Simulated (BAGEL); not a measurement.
# RI-MP2/def2-SVPD (density fitting with qzvpp-jkfit) run of SiH3SeCl (SMILES Cl[SiH2][SeH])

What is the energy change on altering one bond length of SiH3SeCl at RI-MP2/def2-SVPD (density fitting with qzvpp-jkfit)? 

The calculation is run with BAGEL 1.2.2.

3 further runs of the same task are left out: 1 that didn't finish, 2 set aside as unsound or not needed.

### Step 1. Starting point

SiH3SeCl: 6 atoms, total charge 0, spin state singlet. As SMILES, `Cl[SiH2][SeH]`. The shape is that of a PBE0-D4/def2-TZVP optimisation. This is one conformer, not always the lowest.

Bond lengths: Cl1–Si2 2.048 Å, Si2–Se3 2.271 Å, Si2–H4 1.481 Å, Si2–H5 1.481 Å, Se3–H6 1.471 Å. Angles: Cl1–Si2–Se3 106.0°, Cl1–Si2–H4 108.5°, Cl1–Si2–H5 108.4°, Se3–Si2–H4 111.7°, Se3–Si2–H5 111.8°, Si2–Se3–H6 91.4°, H4–Si2–H5 110.2°.

### Step 2. A single-point energy at RI-MP2/def2-SVPD (density fitting with qzvpp-jkfit)

Contents of input.json:

```json
{ "bagel" : [

{
  "title" : "molecule",
  "basis" : "def2-svpd.json",
  "df_basis" : "qzvpp-jkfit",
  "angstrom" : true,
  "geometry" : [
    { "atom" : "Cl", "xyz" : [      -2.338100,       0.106600,      -0.077400 ] },
    { "atom" : "Si", "xyz" : [      -0.321100,      -0.072300,      -0.384700 ] },
    { "atom" : "Se", "xyz" : [       0.656200,       0.318000,       1.627200 ] },
    { "atom" : "H", "xyz" : [      -0.039300,      -1.440900,      -0.874100 ] },
    { "atom" : "H", "xyz" : [       0.088300,       0.926300,      -1.398200 ] },
    { "atom" : "H", "xyz" : [       1.996000,       0.098300,       1.060800 ] }
  ]
},

{
  "title" : "hf"
},

{
  "title" : "mp2",
  "ncore" : 19
}

]}
```

The basis set def2-SVPD is read from a file made from the Basis Set Exchange's data (not shown).

On the command line:

```sh
BAGEL_NUM_THREADS=1 BAGEL input.json > input.out
```

The program printed:

```text
* using 1 threads per process

  ===============================================================
  ===============================================================

  *** Geometry ***

  { "atom" : "Cl", "xyz" : [     -4.418369,      0.201445,     -0.146265 ] },
  { "atom" : "Si", "xyz" : [     -0.606791,     -0.136627,     -0.726978 ] },
  { "atom" : "Se", "xyz" : [      1.240038,      0.600933,      3.074962 ] },
  { "atom" : "H", "xyz" : [     -0.074266,     -2.722906,     -1.651810 ] },
  { "atom" : "H", "xyz" : [      0.166863,      1.750453,     -2.642215 ] },
  { "atom" : "H", "xyz" : [      3.771893,      0.185760,      2.004621 ] },

  Number of auxiliary basis functions:      576

  Since a DF basis is specified, we compute 2- and 3-index integrals:
    o Being stored without compression. Storage requirement is 0.062 GB

  Number of basis functions:      116
  Number of electrons      :       68

    * METHOD: MOLECULE                             0.40

  *** RHF ***

  === Nuclear Repulsion ===
   306.2517511126

      * DIIS with orbital gradients will be used.

  === RHF iteration (def2-svpd.json) ===
      0      -3149.48932789          0.00854417           0.18
      1      -3149.56075114          0.00393666           0.17
      2      -3149.57342418          0.00098207           0.17
      3      -3149.57458118          0.00020460           0.18
      4      -3149.57462590          0.00006243           0.18
      5      -3149.57463162          0.00001814           0.18
      6      -3149.57463209          0.00000521           0.18
      7      -3149.57463212          0.00000140           0.18
      8      -3149.57463212          0.00000043           0.18
      9      -3149.57463212          0.00000017           0.18
     10      -3149.57463212          0.00000006           0.18
     11      -3149.57463212          0.00000002           0.18
     12      -3149.57463212          0.00000001           0.17
    * SCF iteration converged.

    * Permanent dipole moment:
           (   -0.637188,     0.127387,     0.400503) a.u.

    * METHOD: HF                                   2.69

  *** RHF ***

  === Nuclear Repulsion ===
   306.2517511126

      * DIIS with orbital gradients will be used.

  === RHF iteration (def2-svpd.json) ===
      0      -3149.57463212          0.00000000           0.17
    * SCF iteration converged.

    * Permanent dipole moment:
           (   -0.637188,     0.127387,     0.400503) a.u.

  === DF-MP2 calculation ===

    * freezing 19 orbitals
    * 3-index integral transformation done
    * assembly done

      MP2 correlation energy:   -0.4916517689      0.09

      MP2 total energy:       -3150.0662838936

    * METHOD: MP2                                  0.45

  ===============================================================
```

Run time: 3.9 s. Hardware: 1 thread of Arm Neoverse V1, shared host; peak memory 0.2 GiB.

### Step 3. The distorted shape at the same level

input.json: that of step 2 with these lines changed.

```diff
@@ -8,3 +8,3 @@
   "geometry" : [
-    { "atom" : "Cl", "xyz" : [      -2.338100,       0.106600,      -0.077400 ] },
+    { "atom" : "Cl", "xyz" : [      -4.758473,       0.321278,       0.291356 ] },
     { "atom" : "Si", "xyz" : [      -0.321100,      -0.072300,      -0.384700 ] },
```

The basis set def2-SVPD is read from a file made from the Basis Set Exchange's data (not shown).

On the command line:

```sh
BAGEL_NUM_THREADS=1 BAGEL input.json > input.out
```

The program printed:

```text
* using 1 threads per process

  ===============================================================
  ===============================================================

  *** Geometry ***

  { "atom" : "Cl", "xyz" : [     -8.992211,      0.607127,      0.550583 ] },
  { "atom" : "Si", "xyz" : [     -0.606791,     -0.136627,     -0.726978 ] },
  { "atom" : "Se", "xyz" : [      1.240038,      0.600933,      3.074962 ] },
  { "atom" : "H", "xyz" : [     -0.074266,     -2.722906,     -1.651810 ] },
  { "atom" : "H", "xyz" : [      0.166863,      1.750453,     -2.642215 ] },
  { "atom" : "H", "xyz" : [      3.771893,      0.185760,      2.004621 ] },

  Number of auxiliary basis functions:      576

  Since a DF basis is specified, we compute 2- and 3-index integrals:
    o Being stored without compression. Storage requirement is 0.062 GB

  Number of basis functions:      116
  Number of electrons      :       68

    * METHOD: MOLECULE                             0.38

  *** RHF ***

  === Nuclear Repulsion ===
   235.5022093987

      * DIIS with orbital gradients will be used.

  === RHF iteration (def2-svpd.json) ===
      0      -3149.19067665          0.01069641           0.18
      1      -3148.61389312          0.01656524           0.18
      2      -3149.31339165          0.00526119           0.17
      3      -3149.34559676          0.00292865           0.18
      4      -3149.35729392          0.00154778           0.17
      5      -3149.36300491          0.00074944           0.18
      6      -3149.36633642          0.00034151           0.18
      7      -3149.36699810          0.00015983           0.18
      8      -3149.36719412          0.00004630           0.18
      9      -3149.36720014          0.00001769           0.17
     10      -3149.36720103          0.00000863           0.17
     11      -3149.36720133          0.00000506           0.17
     12      -3149.36720155          0.00000382           0.17
     13      -3149.36720182          0.00000159           0.17
     14      -3149.36720186          0.00000063           0.18
     15      -3149.36720186          0.00000021           0.18
     16      -3149.36720186          0.00000008           0.17
     17      -3149.36720186          0.00000003           0.18
     18      -3149.36720186          0.00000002           0.17
     19      -3149.36720186          0.00000001           0.18
    * SCF iteration converged.

    * Permanent dipole moment:
           (   -6.045206,     0.496249,     0.723381) a.u.

    * METHOD: HF                                   3.89

  *** RHF ***

  === Nuclear Repulsion ===
   235.5022093987

      * DIIS with orbital gradients will be used.

  === RHF iteration (def2-svpd.json) ===
      0      -3149.36720186          0.00000001           0.17
    * SCF iteration converged.

    * Permanent dipole moment:
           (   -6.045203,     0.496249,     0.723381) a.u.

  === DF-MP2 calculation ===

    * freezing 19 orbitals
    * 3-index integral transformation done
    * assembly done

      MP2 correlation energy:   -0.5015265169      0.09

      MP2 total energy:       -3149.8687283781

    * METHOD: MP2                                  0.45

  ===============================================================
```

Run time: 5.1 s. Hardware: 1 thread of Arm Neoverse V1, shared host; peak memory 0.2 GiB.

### Step 4. Summary of results

Level: RI-MP2/def2-SVPD (density fitting with qzvpp-jkfit), 19 core orbitals frozen.

| quantity | value |
| --- | --- |
| first shape: total energy | -3150.06628 Eh |
| first shape: correlation energy (19 core orbitals frozen) | -491.7 mEh |
| distorted shape: total energy | -3149.86873 Eh |
| distorted shape: correlation energy (19 core orbitals frozen) | -501.5 mEh |
| energy change with the Cl1–Si2 bond stretched from 2.048 to 4.506 Å | 5.376 eV |

One bond (distorted shape) is far stretched, which a spin-restricted single reference describes badly; perturbation theory on it can break down and give far too much correlation. With the Cl1–Si2 bond stretched from 2.048 to 4.506 Å the energy rises by 5.38 eV (124 kcal/mol). The first shape isn't relaxed at this level, so the change isn't measured from a minimum. A restricted reference can't describe the breaking bond well at this length.
